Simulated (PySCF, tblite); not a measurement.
# C3H7F4NSi2: geometry, infrared bands and NMR shifts

Wanted: the infrared bands and NMR shifts of C3H7F4NSi2 (`F[SiH2]N([SiH3])/C=C\C(F)(F)F`), by calculation.

Programs: tblite 0.8.0 and PySCF 2.14.0, with density-fitted response routines of our own. Each step states its level of theory. These are calculated values for one molecule in the gas phase, unless marked as measured. Atoms count from 0, in the outputs and in this text.

## (1) The molecule as given

17 atoms, charge 0, multiplicity 1; geometry from: force field or distance geometry start.

Bonds of the start (Å): F0–Si1 1.69, Si1–N2 1.79, N2–Si3 1.81, N2–C4 1.41, C4–C5 1.31, C5–C6 1.48, C6–F7 1.38, C6–F8 1.40, C6–F9 1.39, Si1–H10 1.47, Si1–H11 1.47, Si3–H12 1.46, Si3–H13 1.49, Si3–H14 1.45, C4–H15 1.07, C5–H16 1.08.

## (2) Optimising the geometry with GFN2-xTB

The job: settings as JSON, then the geometry in Å.

```
{"job": {"kind": "relax", "xc": "GFN2-xTB", "basis": "xTB"}, "charge": 0, "multiplicity": 1}
F     -3.076100    -0.687700     1.227400
Si    -1.418900    -1.018700     1.112800
N     -0.704800    -0.144000    -0.276200
Si    -1.388000     1.491500    -0.639600
C      0.323300    -0.731700    -1.046900
C      1.600100    -0.626400    -0.771400
C      2.158300     0.111400     0.379700
F      2.386400    -0.656200     1.499600
F      3.402000     0.624700    -0.014100
F      1.407800     1.235400     0.721200
H     -1.300000    -2.479300     0.956400
H     -0.821200    -0.511800     2.353700
H     -2.240200     1.418400    -1.827500
H     -2.269000     1.874600     0.498500
H     -0.391000     2.519000    -0.839400
H      0.017000    -1.290600    -1.912000
H      2.307200    -1.116500    -1.432200
```

The run is started by

```
> OMP_NUM_THREADS=1 python probes_run.py task.json out
```

The driver reads the jobs from task.json and runs them one after another.

**Question.** This job is followed by: GFN2-xTB harmonic vibrations, gas phase; GIAO PBE0/pcSseg-1 NMR shielding, non-relativistic, gas phase. What will the session give for the following? strongest single infrared mode (GFN2-xTB); zero-point energy (GFN2-xTB); 13C shifts against TMS (PBE0/pcSseg-1); 1H shifts against TMS (PBE0/pcSseg-1, means over atoms taken as alike); 19F shifts against CFCl3 (PBE0/pcSseg-1, means over atoms taken as alike); 29Si shifts against TMS (PBE0/pcSseg-1); 15N shifts against NH3 (PBE0/pcSseg-1).

**Answer**, as computed:

| quantity | value |
| --- | --- |
| strongest single infrared mode (GFN2-xTB) | 1132 cm⁻¹, 414 km/mol |
| zero-point energy (GFN2-xTB) | 59.9 kcal/mol |
| 13C shifts against TMS (PBE0/pcSseg-1) | 149.9, 133.2, 102.9 ppm |
| 1H shifts against TMS (PBE0/pcSseg-1, means over atoms taken as alike) | 6.39, 5.36, 5.00, 4.83 ppm |
| 19F shifts against CFCl3 (PBE0/pcSseg-1, means over atoms taken as alike) | -63.3, -186.5 ppm |
| 29Si shifts against TMS (PBE0/pcSseg-1) | -12.3, -48.4 ppm |
| 15N shifts against NH3 (PBE0/pcSseg-1) | 83.7 ppm |

In words: Relaxing lowered the energy by 0.785 eV in 109 steps; the close pair that moved most is F0–Si1, from 1.694 to 1.610 Å. The lowest mode is imaginary (27i cm⁻¹), so the xTB geometry is not a minimum. The strongest single mode, at 1132 cm⁻¹, is spread over many atoms; the largest shares are those of C6, N2. Unscaled tight-binding wavenumbers are off by several per cent, some by more. Its intensities can rank the bands wrongly. C4 (alkene carbon bearing nitrogen) lies farthest downfield among carbon, at 149.9 ppm; an sp2 carbon further deshielded by the attached heteroatom. The most deshielded hydrogen is H15 (hydrogen on an alkene carbon bearing nitrogen), at 6.39 ppm: olefinic region. At PBE0/pcSseg-1: The widest tensor belongs to C4: span 206 ppm, with a paramagnetic part of -214 ppm.
